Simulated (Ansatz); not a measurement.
# C6H15GaO3: small, medium and large basis sets

The task here is to estimate one member of a computed series from the others.

Computed with Ansatz 0.2.0, Gaussian basis. Level: one geometry, several basis sets.

Plan: PBE0-D4/def2-SVP; ωB97M-V/def2-SVP; PBE0-D4/def2-QZVPP; ωB97M-V/def2-QZVPP; the functionals' def2-TZVPP values are taken from earlier runs.

## The relaxed structure

All runs share one geometry, relaxed beforehand with PBE0-D4 in a triple-zeta def2 set.

25 atoms, charge 0, spin multiplicity 1.

Atoms are counted from 1 here; the program's logs count them from 0.

Bond lengths: C1–C2 1.513 Å, C1–H11 1.093 Å, C1–H12 1.094 Å, C1–H13 1.093 Å, C2–O3 1.414 Å, C2–H14 1.098 Å, C2–H15 1.096 Å, O3–Ga4 1.774 Å, Ga4–O5 1.773 Å, Ga4–O8 1.774 Å, O5–C6 1.414 Å, C6–C7 1.513 Å, C6–H16 1.098 Å, C6–H17 1.096 Å, C7–H18 1.093 Å, C7–H19 1.094 Å, C7–H20 1.093 Å, O8–C9 1.414 Å and more. Angles: C2–C1–H11 110.7°, C2–C1–H12 110.7°, C2–C1–H13 110.5°, H11–C1–H12 107.7°, H11–C1–H13 108.3°, H12–C1–H13 108.9°, C1–C2–O3 112.6°, C1–C2–H14 109.7°, C1–C2–H15 110.0°, O3–C2–H14 110.8°, O3–C2–H15 106.5°, H14–C2–H15 107.1°, C2–O3–Ga4 122.3°, O3–Ga4–O5 120.0°, O3–Ga4–O8 120.1°, O5–Ga4–O8 119.9°, Ga4–O5–C6 122.3°, O5–C6–C7 112.6° and more.

Coordinates:

```xyz
25

C    -0.6443   -1.7967    2.8331
C    -1.5844   -0.8136    2.1717
O    -0.9013    0.2348    1.5142
Ga    0.1621   -0.0527    0.1242
O     1.1101    1.2816   -0.5581
C     1.0251    2.6010   -0.0576
C    -0.3379    3.2188   -0.2775
O     0.3006   -1.6800   -0.5674
C     1.0419   -1.9371   -1.7434
C     0.4546   -1.2578   -2.9607
H    -1.2052   -2.5577    3.3825
H    -0.0319   -2.3094    2.0850
H     0.0148   -1.2821    3.5363
H    -2.2451   -1.3451    1.4742
H    -2.2248   -0.3426    2.9256
H     1.2765    2.6300    1.0107
H     1.7901    3.1829   -0.5835
H    -0.3512    4.2564    0.0670
H    -1.1043    2.6719    0.2799
H    -0.5975    3.2065   -1.3388
H     1.0376   -3.0238   -1.8826
H     2.0891   -1.6320   -1.6184
H     1.0136   -1.5271   -3.8610
H    -0.5869   -1.5568   -3.1008
H     0.4987   -0.1695   -2.8545
```

Set-up of the first run:

in.yaml reads:

```yaml
crystal:
  periodic: [false, false, false]
  atoms:
    - {symbol: C, position_ang: [-0.644304, -1.796721, 2.833086]}
    - {symbol: C, position_ang: [-1.584444, -0.813650, 2.171674]}
    - {symbol: O, position_ang: [-0.901288, 0.234791, 1.514158]}
    - {symbol: Ga, position_ang: [0.162101, -0.052735, 0.124159]}
    - {symbol: O, position_ang: [1.110111, 1.281580, -0.558134]}
    - {symbol: C, position_ang: [1.025128, 2.600986, -0.057645]}
    - {symbol: C, position_ang: [-0.337868, 3.218817, -0.277479]}
    - {symbol: O, position_ang: [0.300588, -1.680037, -0.567441]}
    - {symbol: C, position_ang: [1.041895, -1.937054, -1.743437]}
    - {symbol: C, position_ang: [0.454627, -1.257761, -2.960687]}
    - {symbol: H, position_ang: [-1.205156, -2.557695, 3.382497]}
    - {symbol: H, position_ang: [-0.031927, -2.309436, 2.084986]}
    - {symbol: H, position_ang: [0.014825, -1.282055, 3.536317]}
    - {symbol: H, position_ang: [-2.245123, -1.345106, 1.474195]}
    - {symbol: H, position_ang: [-2.224762, -0.342591, 2.925597]}
    - {symbol: H, position_ang: [1.276507, 2.630026, 1.010706]}
    - {symbol: H, position_ang: [1.790085, 3.182923, -0.583457]}
    - {symbol: H, position_ang: [-0.351219, 4.256440, 0.067032]}
    - {symbol: H, position_ang: [-1.104321, 2.671920, 0.279926]}
    - {symbol: H, position_ang: [-0.597453, 3.206509, -1.338761]}
    - {symbol: H, position_ang: [1.037560, -3.023775, -1.882604]}
    - {symbol: H, position_ang: [2.089059, -1.631956, -1.618435]}
    - {symbol: H, position_ang: [1.013567, -1.527140, -3.860953]}
    - {symbol: H, position_ang: [-0.586883, -1.556846, -3.100816]}
    - {symbol: H, position_ang: [0.498685, -0.169454, -2.854476]}
basis:
  gaussian: {orbitals: def2-SVP}
hamiltonian: {xc: pbe0, dispersion: d4}
output: {orbitals: {seedname: orbitals}}
```

On the command line:

```
ansatz run in.yaml --threads 4 --pin off --events-out ev --progress --plain --max-ram 66560MiB --backend cpu
```

Steps of the session up to this table: PBE0-D4 in def2-SVP; ωB97M-V in def2-SVP; PBE0-D4 in def2-QZVPP; ωB97M-V in def2-QZVPP.

One table of the session follows, with a row left open; its other results are not shown here.

It belongs to the step «Functionals by basis». 

```
functional       basis  HOMO (eV)  LUMO (eV)
   PBE0-D4    def2-SVP      -7.68      -0.27
   PBE0-D4  def2-TZVPP      -7.78      -0.41
   PBE0-D4  def2-QZVPP      -7.80      -0.53
   ωB97M-V    def2-SVP          ?          ?
   ωB97M-V  def2-TZVPP     -10.19       1.38
   ωB97M-V  def2-QZVPP     -10.22       1.05
```

Estimate the missing values for ωB97M-V, def2-SVP.

**Answer.** HOMO (eV): -10.08; LUMO (eV): 1.60. In the column «HOMO (eV)» it lies between ωB97M-V, def2-TZVPP (-10.19) and PBE0-D4, def2-QZVPP (-7.80).
